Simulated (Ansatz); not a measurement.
**PbS (Fm-3m): equation of state with a fit from a Python script**

Where is the equilibrium volume of PbS (Fm-3m), and how stiff is it? Wanted for PbS (Fm-3m): an equation of state with a fit.

The COD entry's cell or inner coordinates are ideal or old and differ from later refinements, so a difference from it is no clean test against experiment.

All numbers are computed with Ansatz 0.2.0 through its Python package. Level of theory: DFT PBE, plane waves, PAW.

## (1) The structure

Symmetry: Fm-3m, No. 225, cubic system. The conventional cell has a = 5.931 Å, b = 5.931 Å, c = 5.931 Å, α = 90.00°, β = 90.00°, γ = 90.00°. Pb (site symmetry m-3m) has 6 S at 2.97 Å as nearest neighbours. Around S (site symmetry m-3m) lie 6 Pb at 2.97 Å.

The script holds or builds the structure itself.

## (2) The code

The input, pbs.py:

```python
import ansatz as az
from ase.eos import EquationOfState
from ase.units import GPa
import numpy as np

VECTORS = np.array([
    [0.0, 2.96575, 2.96575],
    [2.96575, 0.0, 2.96575],
    [2.96575, 2.96575, 0.0],
])
SITES = [
    ('Pb', (0.0, 0.0, 0.0)),
    ('S', (0.5, 0.5, 0.5)),
]


def make_crystal(cell):
    crystal = az.Crystal(lattice=az.Lattice.of(cell))
    for symbol, position in SITES:
        crystal = crystal.atom(symbol, position)
    return crystal

volumes, energies, pressures = [], [], []
for scale in np.linspace(0.95, 1.07, 5):
    cell = VECTORS * scale ** (1 / 3)
    model = (
        make_crystal(cell).calculation()
        .functional('PBE')
        .occupations('Fixed')
        .scf(tolerance=1e-07)
        .basis(500)
        .kpoints(6, 6, 6)
        .stress()
    )
    summary = model.run(threads=1, pin='off').report
    volumes.append(abs(np.linalg.det(cell)) / len(SITES))
    energies.append(summary['free_energy_ev'] / len(SITES))
    pressures.append(np.trace(summary['stress_gpa']) / 3)
    print(f'V = {volumes[-1]:8.4f} A^3/atom  F = {energies[-1]:.5f} eV/atom  P = {pressures[-1]:8.3f} GPa')

eos = EquationOfState(volumes, energies, eos='sj')
v0, e0, bulk = eos.fit()
print(f'V0 = {v0:.4f} A^3/atom, E0 = {e0:.5f} eV/atom, B = {bulk / GPa:.1f} GPa')
eos.plot('eos.png')
```

## (3) Running it

Launch:

```
> python pbs.py
```

**Question.** Estimate the equilibrium volume and the bulk modulus.

The runs gave:

| quantity | value |
| --- | --- |
| runs compared | 5 |
| range of energy | 38.58 meV/atom |
| lowest point, volume (Å³/atom) | 27.129 |
| equilibrium volume (fit) | 27.11 Å³/atom |
| bulk modulus (fit) | 53 GPa |

**Reading.** A third-order Birch-Murnaghan fit through the 5 points (the script's own form differs a little) has its minimum at 27.11 Å³ an atom, 3.9 % above the typed cell, with a bulk modulus of 53 GPa and dB/dP = 4.3. From that minimum the energy rises by 38.6 meV an atom on the compressed side and 3.7 meV on the expanded side. For a gap this small the mesh is coarse, and bands can meet between its points. Of the deposited cell: the entry's cell lengths or inner coordinates differ somewhat from later room-temperature determinations. Pressure is positive in compression. Spin-orbit coupling, which matters for elements this heavy, is left out.
